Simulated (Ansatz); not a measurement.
# C2H5F3Si: basis-set convergence

The task here is to estimate one member of a computed series from the others.

Computed with Ansatz 0.2.0, Gaussian basis. Level: one geometry, several basis sets.

Plan: PBE0-D4/def2-SVP; ωB97M-V/def2-SVP; PBE0-D4/def2-QZVPP; ωB97M-V/def2-QZVPP; the functionals' def2-TZVPP values are taken from earlier runs.

## The relaxed structure

The geometry comes from an earlier relaxation with PBE0-D4 in a triple-zeta def2 set; it is a stationary point, not always the lowest conformer.

SMILES `CC[Si](F)(F)F`, 11 atoms, charge 0, spin multiplicity 1.

Atoms are counted from 1 here; the program's logs count them from 0.

Bond lengths: C1–C2 1.530 Å, C1–H7 1.092 Å, C1–H8 1.092 Å, C1–H9 1.092 Å, C2–Si3 1.835 Å, C2–H10 1.095 Å, C2–H11 1.095 Å, Si3–F4 1.580 Å, Si3–F5 1.579 Å, Si3–F6 1.580 Å. Angles: C2–C1–H7 110.9°, C2–C1–H8 111.4°, C2–C1–H9 111.4°, H7–C1–H8 107.6°, H7–C1–H9 107.6°, H8–C1–H9 107.6°, C1–C2–Si3 113.7°, C1–C2–H10 110.8°, C1–C2–H11 110.8°, Si3–C2–H10 107.6°, Si3–C2–H11 107.6°, H10–C2–H11 105.9°, C2–Si3–F4 111.7°, C2–Si3–F5 112.0°, C2–Si3–F6 111.7°, F4–Si3–F5 107.1°, F4–Si3–F6 106.8°, F5–Si3–F6 107.1°.

Set-up of the first run:

The input, in.yaml:

```yaml
crystal:
  periodic: [false, false, false]
  atoms:
    - {symbol: C, position_ang: [0.064312, -1.075501, 0.947342]}
    - {symbol: C, position_ang: [0.587940, -0.310087, -0.268937]}
    - {symbol: Si, position_ang: [-0.411583, 1.167873, -0.696553]}
    - {symbol: F, position_ang: [-1.908827, 0.785983, -1.028525]}
    - {symbol: F, position_ang: [0.164782, 1.928144, -1.955225]}
    - {symbol: F, position_ang: [-0.459165, 2.206723, 0.493536]}
    - {symbol: H, position_ang: [0.690941, -1.943522, 1.160339]}
    - {symbol: H, position_ang: [-0.954137, -1.434283, 0.784776]}
    - {symbol: H, position_ang: [0.054564, -0.447076, 1.840303]}
    - {symbol: H, position_ang: [1.618565, 0.022255, -0.104431]}
    - {symbol: H, position_ang: [0.617809, -0.957509, -1.151925]}
basis:
  gaussian: {orbitals: def2-SVP}
hamiltonian: {xc: pbe0, dispersion: d4}
output: {orbitals: {seedname: orbitals}}
```

Steps of the session up to this table: PBE0-D4 in def2-SVP; ωB97M-V in def2-SVP; PBE0-D4 in def2-QZVPP; ωB97M-V in def2-QZVPP.

One table of the session follows, with a row left open; its other results are not shown here.

It belongs to the step «Functionals by basis». 

```
functional       basis  HOMO (eV)  LUMO (eV)
   PBE0-D4    def2-SVP      -9.47       1.27
   PBE0-D4  def2-TZVPP      -9.50       0.78
   PBE0-D4  def2-QZVPP      -9.52       0.37
   ωB97M-V    def2-SVP          ?          ?
   ωB97M-V  def2-TZVPP     -11.78       2.27
   ωB97M-V  def2-QZVPP     -11.79       1.57
```

Q: Estimate the row for ωB97M-V, def2-SVP from the others.

The run gave: HOMO (eV): -11.73; LUMO (eV): 2.93. In the column «HOMO (eV)» it lies between ωB97M-V, def2-TZVPP (-11.78) and PBE0-D4, def2-QZVPP (-9.52).
